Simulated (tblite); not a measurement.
# C4H10OSSi2: the cost of one run

The runs use tblite 0.8.0 and PySCF 2.14.0, with density-fitted response routines of our own; the level of theory stands in each step. All values are computed, except where a source is named. Atoms are numbered from 0 throughout.

## Step 1: The starting structure

18 atoms, charge 0, multiplicity 1; geometry from: force field or distance geometry start.

Bonds of the start (Å): C0–C1 1.49, C1–C2 1.19, C2–C3 1.48, C3–Si4 1.85, Si4–O5 1.74, Si4–Si6 2.25, Si6–S7 2.16, C0–H8 1.12, C0–H9 1.10, C0–H10 1.11, C3–H11 1.14, C3–H12 1.09, Si4–H13 1.45, O5–H14 1.00, Si6–H15 1.45, Si6–H16 1.46, S7–H17 1.41.

## Step 2: Relaxing the molecule with GFN2-xTB

Job settings and geometry (Å):

```
{"job": {"kind": "relax", "xc": "GFN2-xTB", "basis": "xTB"}, "charge": 0, "multiplicity": 1}
C      4.097200    -0.371700     0.457300
C      2.665600    -0.333300     0.043100
C      1.521300    -0.316700    -0.286100
C      0.114400    -0.287700    -0.734000
Si    -0.878000     0.787800     0.404300
O     -0.700400     2.432700    -0.123700
Si    -3.022100     0.174300     0.099200
S     -3.321500    -1.697200     1.132600
H      4.374300    -1.354500     0.911700
H      4.230300     0.451800     1.173900
H      4.760000    -0.245100    -0.424800
H     -0.266900    -1.355600    -0.651100
H      0.027700     0.004300    -1.778300
H     -0.487300     0.702700     1.799400
H     -1.508500     2.665400    -0.669500
H     -3.182400    -0.018700    -1.333900
H     -3.960700     1.130900     0.684200
H     -4.471700    -2.363000     0.659500
```

On the command line:

```sh
OMP_NUM_THREADS=1 python probes_run.py task.json out
```

The driver reads the jobs from task.json and runs them one after another.

Q: Estimate the wall time and peak memory of this first job on 1 thread of Arm Neoverse N1, shared host.

About 3.4 s, with a peak of 0.18 GiB.
